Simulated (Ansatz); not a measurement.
# C₂H₆Sn: how energies converge with the basis set

An exercise on one series of results from a longer session: the logs are not shown, and one member is left open.

Method: one geometry, several basis sets; program: Ansatz 0.2.0, Gaussian basis.

Plan: PBE0-D4/def2-SVP; ωB97M-V/def2-SVP; PBE0-D4/def2-QZVPP; ωB97M-V/def2-QZVPP; the functionals' def2-TZVPP values are taken from earlier runs.

## The geometry

The geometry comes from an earlier relaxation with PBE0-D4 in a triple-zeta def2 set; it is a stationary point, not always the lowest conformer. Sn takes the def2 core potential; no spin-orbit term is included.

SMILES `C=[CH][SnH3]`, 9 atoms, charge 0, spin multiplicity 1.

Atoms are counted from 1 here; the program's logs count them from 0.

Bond lengths: C1–C2 1.327 Å, C1–H4 1.087 Å, C1–H5 1.088 Å, C2–Sn3 2.124 Å, C2–H6 1.088 Å, Sn3–H7 1.708 Å, Sn3–H8 1.708 Å, Sn3–H9 1.709 Å. Angles: C2–C1–H4 122.3°, C2–C1–H5 121.9°, H4–C1–H5 115.8°, C1–C2–Sn3 122.6°, C1–C2–H6 118.7°, Sn3–C2–H6 118.6°, C2–Sn3–H7 110.6°, C2–Sn3–H8 107.5°, C2–Sn3–H9 110.6°, H7–Sn3–H8 109.9°, H7–Sn3–H9 108.4°, H8–Sn3–H9 109.9°.

The first run:

Input file in.yaml:

```yaml
crystal:
  periodic: [false, false, false]
  atoms:
    - {symbol: C, position_ang: [-0.820649, 0.882866, -1.130094]}
    - {symbol: C, position_ang: [0.134455, 0.815762, -0.210600]}
    - {symbol: Sn, position_ang: [0.550810, -0.958283, 0.881409]}
    - {symbol: H, position_ang: [-1.448190, 0.031415, -1.379661]}
    - {symbol: H, position_ang: [-1.023132, 1.798151, -1.681829]}
    - {symbol: H, position_ang: [0.728250, 1.704242, -0.007399]}
    - {symbol: H, position_ang: [2.163020, -1.459547, 0.619731]}
    - {symbol: H, position_ang: [-0.528822, -2.163428, 0.335577]}
    - {symbol: H, position_ang: [0.332758, -0.697479, 2.555768]}
basis:
  gaussian: {orbitals: def2-SVP}
hamiltonian: {xc: pbe0, dispersion: d4}
output: {orbitals: {seedname: orbitals}}
```

Steps of the session up to this table: PBE0-D4 in def2-SVP; ωB97M-V in def2-SVP; PBE0-D4 in def2-QZVPP; ωB97M-V in def2-QZVPP.

One of the session's tables, all rows but one given; the rest of the session is left out.

It belongs to the step «Density functionals: the series». 

```
functional       basis  HOMO (eV)  LUMO (eV)
   PBE0-D4    def2-SVP          ?          ?
   PBE0-D4  def2-TZVPP      -7.93      -0.32
   PBE0-D4  def2-QZVPP      -7.94      -0.38
   ωB97M-V    def2-SVP     -10.08       2.04
   ωB97M-V  def2-TZVPP     -10.15       1.67
   ωB97M-V  def2-QZVPP     -10.16       1.33
```

**Question.** Estimate the row for PBE0-D4, def2-SVP.

**Answer.** HOMO (eV): -7.87; LUMO (eV): -0.13. In the column «HOMO (eV)» it is the highest.
